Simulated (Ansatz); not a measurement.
# H5NO2SiTe: up Jacob's ladder to CCSD(T)

One table from this session's results is given with a row withheld; the runs are named, their logs left out.

Method: functionals in def2-TZVPP, the program's frozen cores in correlated methods; program: Ansatz 0.2.0, Gaussian basis.

Levels to be run: LDA (SPW92), PBE-D4, revPBE-D4, BLYP-D4, r2SCAN-D4, B97M-V, PBE0-D4, B3LYP-D4, r2SCANh-D4, r2SCAN0-D4, HSE06-D4, BHLYP-D4, CAM-B3LYP-D4, LC-ωPBE, ωB97X-V, ωB97M-V, B2PLYP, PBE-QIDH; CCSD(T)/def2-SVP; CCSD(T)/def2-TZVPP; MP2/def2-QZVPP; extrapolation to the limit; RPA on PBE.

### The geometry

All runs share one geometry, relaxed beforehand with PBE0-D4 in a triple-zeta def2 set. Te takes the def2 core potential; no spin-orbit term is included.

SMILES `N[Si](O)(O)[TeH]`, 10 atoms, charge 0, spin multiplicity 1.

Atoms are counted from 1 here; the program's logs count them from 0.

Bond lengths: N1–Si2 1.699 Å, N1–H6 1.007 Å, N1–H7 1.007 Å, Si2–O3 1.638 Å, Si2–O4 1.637 Å, Si2–Te5 2.501 Å, O3–H8 0.959 Å, O4–H9 0.961 Å, Te5–H10 1.658 Å. Angles: Si2–N1–H6 120.4°, Si2–N1–H7 118.9°, H6–N1–H7 111.8°, N1–Si2–O3 102.8°, N1–Si2–O4 110.6°, N1–Si2–Te5 118.9°, O3–Si2–O4 115.5°, O3–Si2–Te5 110.8°, O4–Si2–Te5 98.9°, Si2–O3–H8 115.6°, Si2–O4–H9 115.8°, Si2–Te5–H10 90.8°.

The first run:

in.yaml reads:

```yaml
crystal:
  periodic: [false, false, false]
  atoms:
    - {symbol: N, position_ang: [-1.229843, -0.283343, -0.817291]}
    - {symbol: Si, position_ang: [0.018810, -0.021940, 0.304558]}
    - {symbol: O, position_ang: [0.855634, -1.429133, 0.250445]}
    - {symbol: O, position_ang: [-0.595603, 0.376934, 1.769019]}
    - {symbol: Te, position_ang: [1.546817, 1.931823, -0.018970]}
    - {symbol: H, position_ang: [-1.868622, 0.459018, -1.049797]}
    - {symbol: H, position_ang: [-1.059557, -0.890839, -1.602503]}
    - {symbol: H, position_ang: [1.747067, -1.394910, 0.601861]}
    - {symbol: H, position_ang: [-1.329284, -0.161764, 2.075762]}
    - {symbol: H, position_ang: [1.997580, 1.363054, -1.510186]}
basis:
  gaussian: {orbitals: def2-TZVPP}
hamiltonian: {xc: lda}
output: {orbitals: {seedname: orbitals}}
```

Steps of the session up to this table: LDA; PBE-D4 (GGA); revPBE-D4 (GGA); BLYP-D4 (GGA); r2SCAN-D4 (meta-GGA); B97M-V (meta-GGA); PBE0-D4 (hybrid); B3LYP-D4 (hybrid); r2SCANh-D4 (hybrid); r2SCAN0-D4 (hybrid); HSE06-D4 (hybrid); BHLYP-D4 (hybrid); CAM-B3LYP-D4 (range-separated); LC-ωPBE (range-separated); ωB97X-V (range-separated); ωB97M-V (range-separated); B2PLYP (double hybrid); PBE-QIDH (double hybrid).

One of the session's tables, all rows but one given; the rest of the session is left out.

It belongs to the step «Frontier levels by functional». 

```
  functional  HOMO (eV)  gap (eV)
 LDA (SPW92)      -5.42      4.26
      PBE-D4      -5.26      4.26
   revPBE-D4      -5.20      4.27
     BLYP-D4      -5.09      4.17
   r2SCAN-D4      -5.51      4.73
      B97M-V      -5.50      4.65
     PBE0-D4      -6.32      6.14
    B3LYP-D4      -6.10      5.67
  r2SCANh-D4      -5.90      5.41
  r2SCAN0-D4      -6.49      6.43
    HSE06-D4          ?         ?
    BHLYP-D4      -7.22      7.88
CAM-B3LYP-D4      -7.54      8.38
     LC-ωPBE      -8.84     10.83
     ωB97X-V      -8.52     10.37
     ωB97M-V      -8.41     10.08
```

**Question.** Estimate the row for HSE06-D4.

As computed: HOMO (eV): -5.93; gap (eV): 5.37. In the column «HOMO (eV)» it lies between B3LYP-D4 (-6.10) and r2SCANh-D4 (-5.90).
